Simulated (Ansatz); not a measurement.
Working through a convergence test of the plane-wave cutoff of ZrSc, space group P-6m2

Computed with the Python package of Ansatz (0.2.0).

Notebook, run cell by cell (the value of a cell's last expression is shown):

In [1]:
```python
import warnings

import ansatz
import matplotlib.pyplot as plt
```

In [2]:
```python
warnings.simplefilter("ignore", ansatz.DeckWarning)

structure = (
    ansatz.Lattice.from_parameters(3.282846, 3.282846, 5.155005, alpha=90, beta=90, gamma=120)
    .space_group(187)
    .atom("Zr", (2 / 3, 1 / 3, 0.0))
    .atom("Sc", (0.0, 0.0, 0.5))
)
```

In [3]:
```python
structure.resolved().tree()["lattice"]
```
Out [3]:
```text
((3.282846, 0.0, 0.0), (-1.6414229999999994, 2.84302803271213, 0.0),
 (3.1565301864193006e-16, 5.467270658503088e-16, 5.155005))
```

In [4]:
```python
calculation = structure.calculation()
calculation = calculation.functional("PBEsol").kpoints(mesh=(8, 8, 5))
calculation = calculation.occupations("cold")

rows = []
for value in [250, 325, 400, 475, 550]:
    data = calculation.basis(value).run(threads=1, backend="cpu").report
    rows.append((value, data["free_energy_ev"] / len(data["lattice"]["sites"]), data["n_iterations"], data["n_pw"]))

print(" cutoff (eV)   F/atom (eV)    iterations   plane waves")
for row in rows:
    print(f"{str(row[0]):>12s}  {row[1]:12.5f}  {row[2]:12d}  {row[3]:12d}")
```
```text
 cutoff (eV)   F/atom (eV)    iterations   plane waves
         250   -3119.73825             7           439
         325   -3119.97858             7           627
         400   -3119.98357             6           881
         475   -3119.98393             7          1105
         550   -3119.98402             6          1411
```

In [5]:
```python
# the last row is the reference
for row in rows[:-1]:
    shift = 1000 * (row[1] - rows[-1][1])
    print(f"{row[0]}: {shift:+.2f} meV/atom" + ("  (within 2 meV)" if abs(shift) < 2 else ""))
plt.figure(figsize=(4.5, 3))
plt.plot([str(row[0]) for row in rows], [1000 * (row[1] - rows[-1][1]) for row in rows], "o-")
plt.xlabel("cutoff (eV)")
plt.ylabel("F - F(last) (meV/atom)")
plt.tight_layout()
plt.savefig("ecut.png", dpi=100)
```
```text
250: +245.77 meV/atom
325: +5.44 meV/atom
400: +0.44 meV/atom  (within 2 meV)
475: +0.08 meV/atom  (within 2 meV)
```

From 400 eV on it stays within 2 meV an atom of the value at 550 eV; the first row (250 eV) is off by 245.8 meV and the last but one by 0.08 meV. The energy falls steadily, as expected when plane waves are added.

Caveats:
- The mesh is modest for a metal, so energies can be off by several to tens of meV an atom and pressures by half a GPa or more; differences at equal mesh fare better.
- The structure comes from a database of computed cells and needn't be a stable or known phase.
- Shifts are counted from the last row, which is itself no proven limit.
- The script silences the warnings on its input, which a real study should read.
- Hardware and time: 9.9 s on 1 thread of Arm Neoverse V1 (shared host), peak memory 0.46 GiB.
